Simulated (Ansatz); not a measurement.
**CH7BFNOSi: one species, many methods**

How much do the methods differ for CH7BFNOSi? The plan is to run it at one geometry with functionals of several rungs and with coupled cluster. The yardstick is the atomisation energy at the CCSD(T) limit.

Computed with Ansatz 0.2.0, Gaussian basis. Level: functionals in def2-TZVPP, the program's frozen cores in correlated methods.

Levels to be run: PBE-D4, r2SCAN-D4, PBE0-D4, B3LYP-D4, ωB97X-V, ωB97M-V, B2PLYP; CCSD(T)/def2-TZVPP; MP2/def2-QZVPP; extrapolation to the limit.

**1. Structure used throughout**

The geometry comes from an earlier relaxation with PBE0-D4 in a triple-zeta def2 set; it is a stationary point, not always the lowest conformer.

SMILES `C[SiH2]OB(N)F`, 13 atoms, charge 0, spin multiplicity 1.

Atoms are counted from 1 here; the program's logs count them from 0.

Bond lengths: C1–Si2 1.856 Å, C1–H7 1.092 Å, C1–H8 1.092 Å, C1–H9 1.093 Å, Si2–O3 1.654 Å, Si2–H10 1.487 Å, Si2–H11 1.487 Å, O3–B4 1.359 Å, B4–N5 1.399 Å, B4–F6 1.346 Å, N5–H12 1.003 Å, N5–H13 1.003 Å. Angles: Si2–C1–H7 110.9°, Si2–C1–H8 110.9°, Si2–C1–H9 110.4°, H7–C1–H8 108.3°, H7–C1–H9 108.1°, H8–C1–H9 108.2°, C1–Si2–O3 107.5°, C1–Si2–H10 110.7°, C1–Si2–H11 110.7°, O3–Si2–H10 109.5°, O3–Si2–H11 109.5°, H10–Si2–H11 108.8°, Si2–O3–B4 132.6°, O3–B4–N5 121.7°, O3–B4–F6 119.6°, N5–B4–F6 118.8°, B4–N5–H12 122.5°, B4–N5–H13 122.2° and more.

**2. PBE-D4 (GGA)**

File in.yaml:

```yaml
crystal:
  periodic: [false, false, false]
  atoms:
    - {symbol: C, position_ang: [0.062716, -2.417811, 0.155775]}
    - {symbol: Si, position_ang: [0.670748, -0.746569, 0.687724]}
    - {symbol: O, position_ang: [-0.164856, 0.385922, -0.181102]}
    - {symbol: B, position_ang: [-0.130871, 1.744653, -0.195066]}
    - {symbol: N, position_ang: [-0.956650, 2.491567, -1.041589]}
    - {symbol: F, position_ang: [0.716120, 2.396016, 0.623415]}
    - {symbol: H, position_ang: [0.234229, -2.572593, -0.911908]}
    - {symbol: H, position_ang: [-1.007095, -2.522666, 0.350284]}
    - {symbol: H, position_ang: [0.587200, -3.205827, 0.702681]}
    - {symbol: H, position_ang: [0.430188, -0.536302, 2.140376]}
    - {symbol: H, position_ang: [2.126592, -0.605159, 0.417821]}
    - {symbol: H, position_ang: [-0.941652, 3.494338, -1.061698]}
    - {symbol: H, position_ang: [-1.606371, 2.059730, -1.671811]}
basis:
  gaussian: {orbitals: def2-TZVPP}
hamiltonian: {xc: pbe, dispersion: d4}
output: {forces: true, orbitals: {seedname: orbitals}}
```

Command:

```sh
$ ansatz run in.yaml --threads 2 --pin off --events-out ev --progress --plain --max-ram 22528MiB --backend cuda --devices 0, --max-vram 18GiB
```

Further steps of the session: r2SCAN-D4 (meta-GGA); PBE0-D4 (hybrid); B3LYP-D4 (hybrid); ωB97X-V (range-separated); ωB97M-V (range-separated); B2PLYP (double hybrid); CCSD(T) in def2-TZVPP; MP2 in def2-QZVPP.

**Question.** What will the summary of the whole plan be? Wanted: atomisation energy, CCSD(T)/CBS; farthest; mean size of error, hybrid; mean size of error, range-separated; gap, smallest and largest; T1 diagnostic; triples share of the correlation energy.

The runs gave:

| quantity | value |
| --- | --- |
| atomisation energy, CCSD(T)/CBS | 53.971 eV |
| functionals within 0.270 eV (0.5 %) | r2SCAN-D4, PBE0-D4, B3LYP-D4, ωB97X-V, ωB97M-V |
| farthest | PBE-D4 (+0.704 eV) |
| mean size of error, hybrid | 0.115 eV |
| mean size of error, range-separated | 0.199 eV |
| gap, smallest and largest | 6.30 eV (PBE-D4), 12.91 eV (ωB97X-V) |
| T1 diagnostic | 0.0111 |
| triples share of the correlation energy | 3.3 % |

What this shows: PBE-D4 is off by +0.704 eV. Double hybrids carry the basis error of their MP2 part in triple zeta, and no dispersion term here, so their miss is partly the set-up's. The reference freezes the cores and leaves out relativity and excitations past (T), so misses under about 0.270 eV can't be ranked. Hartree-Fock recovers 75 % of the binding; the rest is correlation. The gap grows from 6.3 to 12.9 eV across the functionals, mostly with the share of exact exchange.
